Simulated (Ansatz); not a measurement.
The system is CsMgBiO3.

```
Bi Cs Mg O
1.0
     3.23052    1.86514    3.79701
    -3.23052    1.86514    3.79701
     0.00000   -3.73028    3.79701
Bi Cs Mg O
1 1 1 3
Direct
  0.56530 0.56530 0.56530
  0.91728 0.91728 0.91728
  0.30219 0.30219 0.30219
  0.98224 0.49139 0.49139
  0.49139 0.49139 0.98224
  0.49139 0.98224 0.49139
```

The cell comes from a database or a generator and needn't be the stable form of this composition.

* Program: Ansatz 0.2.0
* Task: relaxation of cell and atoms
* Functional: r2SCAN
* Dispersion: D3(BJ)-ATM
* Potentials or basis: Ansatz PAW
* Cutoff: 500 eV (not typed: the program's choice for these potentials)
* k mesh: 6 × 6 × 6
* Occupations: fermi-dirac, width 0.05 eV
* Spin: no spin polarisation

At the start: volume 22.88 Å³/atom.

**Question.** Where does the relaxation end?

**Answer.** It ends after 6 steps; space group R3m (No. 160, to 0.05 Å).

Step by step:
| step | energy change (eV) | largest force (eV/Å) | volume (Å³) |
| --- | --- | --- | --- |
| 1 | 0.0000 | 0.7988 | 137.27 |
| 2 | -0.0620 | 0.1802 | 133.61 |
| 3 | -0.0735 | 0.0847 | 134.60 |
| 4 | -0.0784 | 0.1228 | 137.29 |
| 5 | -0.0791 | 0.0029 | 137.31 |
| 6 | -0.0790 | 0.0029 | 137.31 |

Final structure:
```
Bi Cs Mg O
1.0
     3.17545    1.83335    3.93093
    -3.17545    1.83335    3.93093
     0.00000   -3.66670    3.93093
Bi Cs Mg O
1 1 1 3
Cartesian
  0.0000 0.0000 6.7198
  0.0000 0.0000 10.5833
  0.0000 0.0000 3.7054
  1.5399 0.8890 7.7373
  0.0000 -1.7781 7.7373
  -1.5399 0.8890 7.7373
```

Caveat: the plane-wave basis is chosen anew once the cell has moved, so the energies of steps on either side of that aren't comparable; the PAW data sets come from PBE, with cores solved anew for the run's functional, which leaves a small shift of forces and pressure.
